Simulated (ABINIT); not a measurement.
# TiO2 (I4_1/amd) in ABINIT: single point with LDA

Aim: the single point of TiO2 with LDA.

All numbers are computed with ABINIT 10.8.3 (patched build); they aren't measurements. Logs are shortened: lines on timing, memory, paths and dates and some standing lists are left out, and cuts for length are marked. The log counts tension as positive stress, the text compression.

## 1. The structure

It takes space group I4_1/amd (No. 141, tetragonal). The conventional cell has a = 3.784 Å, b = 3.784 Å, c = 9.515 Å, α = 90.00°, β = 90.00°, γ = 90.00°. Around Ti (site symmetry -4m2) lie 6 O at 1.93 to 1.98 Å. Around O (site symmetry 2mm) lie 3 Ti at 1.93 to 1.98 Å.

## 2. Single point, LDA

The input, run.abi:

```
# Pseudopotentials
pp_dirpath "./"
pseudos "Ti.upf, O.upf"

# Structure
acell 3*1.0 Angstrom
rprim
    -1.8921000000     1.8921000000     4.7573000000
     1.8921000000    -1.8921000000     4.7573000000
     1.8921000000     1.8921000000    -4.7573000000
ntypat 2
znucl 22 8
natom 6
typat 1 1 2 2 2 2
xcart
     0.0000000000     0.0000000000     0.0000000000
     0.0000000000     3.5755508004     4.4949970463
     0.0000000000     0.0000000000     3.7416355414
     0.0000000000     3.5755508004     8.2366325877
     0.0000000000     3.5755508004     0.7533615050
     0.0000000000     0.0000000000    14.2383526440

# Plane-wave basis
ecut 1142.878222 eV

# k points
kptopt 1
ngkpt 4 4 4
nshiftk 1
shiftk 0.0 0.0 0.0

# Exchange and correlation
ixc 7

# Bands and occupations
nband 29
occopt 3
tsmear 0.00183747

# SCF cycle
nstep 100
tolvrs 1.0e-10

# Output
iomode 3
prtwf 0
prtden 0
prteig 0
prtebands 0
enunit 2
```

Potentials or basis: PseudoDojo NC SR LDA v0.4.1 standard.

On the command line:

```bash
> abinit run.abi > log 2>&1
```

run.abo:

```text
.Version 10.8.3 of ABINIT
 Symmetries : space group I4_1/a m d (#141); Bravais tI (body-center tetrag.)
================================================================================
 Values of the parameters that define the memory need of the present run
     intxc =       0    ionmov =       0      iscf =       7    lmnmax =       6
     lnmax =       6     mgfft =      64  mpssoang =       3    mqgrid =    3001
     natom =       6  nloc_mem =       1    nspden =       1   nspinor =       1
    nsppol =       1      nsym =      16    n1xccc =    2501    ntypat =       2
    occopt =       3   xclevel =       1
       mpw =        5994          nfft =      262144          nkpt =          13
================================================================================
================================================================================

--------------------------------------------------------------------------------
------------- Echo of variables that govern the present computation ------------
--------------------------------------------------------------------------------
 -outvars: echo values of preprocessed input variables --------
            acell      1.8897261259E+00  1.8897261259E+00  1.8897261259E+00 Bohr
              amu      4.78800000E+01  1.59994000E+01
             ecut      4.20000000E+01 Hartree
           enunit           2
              ixc           7
         kptrlatt        4    0    0      0    4    0      0    0    4
          kptrlen      2.86044064E+01
            natom           6
            nband          29
            ngfft          64      64      64
             nkpt          13
            nstep         100
             nsym          16
           ntypat           2
           occopt           3
           prtden           0
        prtebands           0
           prteig           0
            prtwf           0
            rprim     -1.8921000000E+00  1.8921000000E+00  4.7573000000E+00
                       1.8921000000E+00 -1.8921000000E+00  4.7573000000E+00
                       1.8921000000E+00  1.8921000000E+00 -4.7573000000E+00
          spgroup         141
           tolvrs      1.00000000E-10
           tsmear      1.83747000E-03 Hartree
            typat      1  1  2  2  2  2
           xangst     -1.4476899770E-26 -6.4298067960E-10 -8.1772306471E-10
                      -2.2270694855E-16  1.8920999994E+00  2.3786499992E+00
                       7.6506282424E-18 -6.4298068725E-10  1.9799882594E+00
                      -1.0520600389E-16  1.8920999994E+00  4.3586382594E+00
                       1.2979588541E-16  1.8920999994E+00  3.9866173892E-01
                       2.0289750170E-16 -6.4298090876E-10  7.5346117389E+00
            xcart     -2.7357375718E-26 -1.2150573887E-09 -1.5452726391E-09
                      -4.2085513909E-16  3.5755508016E+00  4.4949970478E+00
                       1.4457592069E-17 -1.2150574032E-09  3.7416355429E+00
                      -1.9881053416E-16  3.5755508016E+00  8.2366325923E+00
                       2.4527867569E-16  3.5755508016E+00  7.5336150343E-01
                       3.8342070984E-16 -1.2150578217E-09  1.4238352652E+01
             xred     -2.5585594754E-10 -8.5944029671E-11 -1.6991191787E-10
                       7.4999999974E-01  2.4999999991E-01  4.9999999983E-01
                       2.0809999977E-01  2.0809999994E-01 -1.6991191787E-10
                       9.5809999977E-01  4.5809999994E-01  4.9999999983E-01
                       5.4189999972E-01  4.1899999886E-02  4.9999999983E-01
                       7.9189999972E-01  7.9189999989E-01 -1.6991192481E-10
            znucl       22.00000    8.00000

================================================================================

 chkinp: Checking input parameters for consistency.

================================================================================
== DATASET  1 ==================================================================

--- !DatasetInfo
iteration_state: {dtset: 1, }
dimensions: {natom: 6, nkpt: 13, mband: 29, nsppol: 1, nspinor: 1, nspden: 1, mpw: 5994, }
cutoff_energies: {ecut:  42.0, pawecutdg:  -1.0, }
electrons: {nelect:   4.80000000E+01, charge:   0.00000000E+00, occopt:   3.00000000E+00, tsmear:   1.83747000E-03, }
meta: {optdriver: 0, ionmov: 0, optcell: 0, iscf: 7, paral_kgb: 0, }
...

 Exchange-correlation functional for the present dataset will be:
  LDA: Perdew-Wang 92 LSD fit to Ceperley-Alder data - ixc=7
  J.P.Perdew and Y.Wang, PRB 45, 13244 (1992)

 Real(R)+Recip(G) space primitive vectors, cartesian coordinates (Bohr,Bohr^-1):
 R(1)= -3.5755508  3.5755508  8.9899941  G(1)=  0.0000000  0.1398386  0.0556174
[... 103 lines left out ...]
 Mean square residual over all n,k,spin=   32.701E-07; max=  30.187E-05
 reduced coordinates (array xred) for    6 atoms
      -0.000000000256     -0.000000000086     -0.000000000170
       0.749999999744      0.249999999914      0.499999999830
       0.208099999772      0.208099999942     -0.000000000170
       0.958099999772      0.458099999942      0.499999999830
       0.541899999716      0.041899999886      0.499999999830
       0.791899999716      0.791899999886     -0.000000000170
 rms dE/dt=  1.9006E-02; max dE/dt=  2.3278E-02; dE/dt below (all hartree)
    1       0.000000000000      0.000000000000      0.000000000000
    2       0.000000000000      0.000000000000     -0.000000000000
    3       0.023278003011      0.023278003011     -0.023278003011
    4       0.023278003011      0.023278003011     -0.023278003011
    5      -0.023278003011     -0.023278003011      0.023278003011
    6      -0.023278003011     -0.023278003011      0.023278003011

 cartesian coordinates (angstrom) at end:
    1     -0.00000000000000    -0.00000000064298    -0.00000000081772
    2     -0.00000000000000     1.89209999935702     2.37864999918228
    3      0.00000000000000    -0.00000000064298     1.97998825944838
    4     -0.00000000000000     1.89209999935702     4.35863825944838
    5      0.00000000000000     1.89209999935702     0.39866173891618
    6      0.00000000000000    -0.00000000064298     7.53461173891618

 cartesian forces (hartree/bohr) at end:
    1     -0.00000000000000     0.00000000000000    -0.00000000000000
    2     -0.00000000000000     0.00000000000000    -0.00000000000000
    3      0.00000000000000    -0.00000000000000    -0.00258932350291
    4      0.00000000000000    -0.00000000000000    -0.00258932350291
    5     -0.00000000000000     0.00000000000000     0.00258932350291
    6     -0.00000000000000     0.00000000000000     0.00258932350291
 frms,max,avg= 1.2206188E-03 2.5893235E-03   0.000E+00  0.000E+00  0.000E+00 h/b

 cartesian forces (eV/Angstrom) at end:
    1     -0.00000000000000     0.00000000000000    -0.00000000000000
    2     -0.00000000000000     0.00000000000000    -0.00000000000000
    3      0.00000000000000    -0.00000000000000    -0.13314836797506
    4      0.00000000000000    -0.00000000000000    -0.13314836797506
    5     -0.00000000000000     0.00000000000000     0.13314836797506
    6     -0.00000000000000     0.00000000000000     0.13314836797506
 frms,max,avg= 6.2766743E-02 1.3314837E-01   0.000E+00  0.000E+00  0.000E+00 e/A
 length scales=  1.889726125908  1.889726125908  1.889726125908 bohr
              =  1.000000000000  1.000000000000  1.000000000000 angstroms
 Fermi (or HOMO) energy (hartree) =   0.17480   Average Vxc (hartree)=  -0.41999
 Eigenvalues (hartree) for nkpt=  13  k points:
 kpt#   1, nband= 29, wtk=  0.01563, kpt=  0.0000  0.0000  0.0000 (reduced coord)
  -1.91139   -1.90901   -1.05961   -1.05046   -1.05046   -1.04768   -1.04768   -1.04439
  -0.49991   -0.46099   -0.45500   -0.44238   -0.00926   -0.00548   -0.00548    0.00906
   0.05902    0.05902    0.06136    0.10801    0.10801    0.10834    0.11923    0.11923
   0.21186    0.24038    0.28229    0.28248    0.28383
      occupation numbers for kpt#   1
   2.00000    2.00000    2.00000    2.00000    2.00000    2.00000    2.00000    2.00000
   2.00000    2.00000    2.00000    2.00000    2.00000    2.00000    2.00000    2.00000
   2.00000    2.00000    2.00000    2.00000    2.00000    2.00000    2.00000    2.00000
   0.00000    0.00000    0.00000    0.00000    0.00000
 prteigrs : prtvol=0 or 1, do not print more k-points.

 Fermi (or HOMO) energy (eV) =   4.75650   Average Vxc (eV)= -11.42844
 Eigenvalues (   eV  ) for nkpt=  13  k points:
 kpt#   1, nband= 29, wtk=  0.01563, kpt=  0.0000  0.0000  0.0000 (reduced coord)
 -52.01167  -51.94674  -28.83352  -28.58449  -28.58449  -28.50871  -28.50871  -28.41927
 -13.60312  -12.54407  -12.38107  -12.03786   -0.25188   -0.14919   -0.14919    0.24665
   1.60593    1.60593    1.66974    2.93923    2.93923    2.94799    3.24437    3.24437
   5.76508    6.54104    7.68143    7.68680    7.72341
 prteigrs : prtvol=0 or 1, do not print more k-points.

--- !EnergyTerms
iteration_state     : {dtset: 1, }
comment             : Components of total free energy in Hartree
kinetic             :  8.99650935882555E+01
hartree             :  5.01392811277196E+01
xc                  : -3.36906834091493E+01
Ewald energy        : -1.22088434591674E+02
psp_core            :  5.72050176239306E+00
local_psp           : -1.65776797685571E+02
non_local_psp       : -9.36829276894335E+00
internal            : -1.85099331976969E+02
'-kT*entropy'       : -5.49744267205141E-12
total_energy        : -1.85099331976974E+02
total_energy_eV     : -5.03680941629850E+03
band_energy         : -2.28090813309088E+01
...

 Cartesian components of stress tensor (hartree/bohr^3)
  sigma(1 1)=  2.47931640E-04  sigma(3 2)=  0.00000000E+00
  sigma(2 2)=  2.47931640E-04  sigma(3 1)=  0.00000000E+00
  sigma(3 3)=  2.18697774E-04  sigma(2 1)=  0.00000000E+00

-Cartesian components of stress tensor (GPa)         [Pressure= -7.0077E+00 GPa]
- sigma(1 1)=  7.29440067E+00  sigma(3 2)=  0.00000000E+00
- sigma(2 2)=  7.29440067E+00  sigma(3 1)=  0.00000000E+00
- sigma(3 3)=  6.43431065E+00  sigma(2 1)=  0.00000000E+00

== END DATASET(S) ==============================================================
================================================================================

 -outvars: echo values of variables after computation  --------
            acell      1.8897261259E+00  1.8897261259E+00  1.8897261259E+00 Bohr
           etotal     -1.8509933198E+02
            fcart     -7.2280289422E-20  7.2280005062E-20 -4.6005626003E-26
                      -7.2280115914E-20  7.2280149652E-20 -3.4504219502E-26
                       4.7304694477E-19 -6.8343536773E-19 -2.5893235029E-03
                       3.9366075775E-20 -2.4975449874E-19 -2.5893235029E-03
                      -1.8392630760E-19  3.9431485588E-19  2.5893235029E-03
                      -1.8392630760E-19  3.9431485588E-19  2.5893235029E-03
            rprim     -1.8921000000E+00  1.8921000000E+00  4.7573000000E+00
                       1.8921000000E+00 -1.8921000000E+00  4.7573000000E+00
                       1.8921000000E+00  1.8921000000E+00 -4.7573000000E+00
           strten      2.4793163957E-04  2.4793163957E-04  2.1869777371E-04
                       0.0000000000E+00  0.0000000000E+00  0.0000000000E+00
           xangst     -1.4476899770E-26 -6.4298067960E-10 -8.1772306471E-10
                      -2.2270694855E-16  1.8920999994E+00  2.3786499992E+00
                       7.6506282424E-18 -6.4298068725E-10  1.9799882594E+00
                      -1.0520600389E-16  1.8920999994E+00  4.3586382594E+00
                       1.2979588541E-16  1.8920999994E+00  3.9866173892E-01
                       2.0289750170E-16 -6.4298090876E-10  7.5346117389E+00
             xred     -2.5585594754E-10 -8.5944029671E-11 -1.6991191787E-10
                       7.4999999974E-01  2.4999999991E-01  4.9999999983E-01
                       2.0809999977E-01  2.0809999994E-01 -1.6991191787E-10
                       9.5809999977E-01  4.5809999994E-01  4.9999999983E-01
                       5.4189999972E-01  4.1899999886E-02  4.9999999983E-01
                       7.9189999972E-01  7.9189999989E-01 -1.6991192481E-10
 Calculation completed.
```

Wall time 4.4 min (1 thread of AMD EPYC 7R43 (Zen 3), shared host); peak memory 0.14 GiB.

What came out:

| Item | Value |
| --- | --- |
| Free energy | -5036.8094 eV |
| Pressure | -7.0 GPa |
| Largest force | 0.133 eV/Å |
| Band gap on the k mesh | 2.08 eV, indirect (least direct gap 2.39 eV) |
| Valence electrons inside the program's atomic spheres | Ti 9.45; O 6.27 |

Forces in eV/Å, atoms in the order of the input:
```
Ti   0.000  0.000  0.000
Ti   0.000  0.000  0.000
O    0.000  0.000 -0.133
O    0.000  0.000 -0.133
O    0.000  0.000  0.133
O    0.000  0.000  0.133
```

Caveat: the k mesh is coarse (spacing up to 0.59 Å⁻¹), so the values aren't converged. LDA gaps usually lie below the measured ones, often by a third to a half.
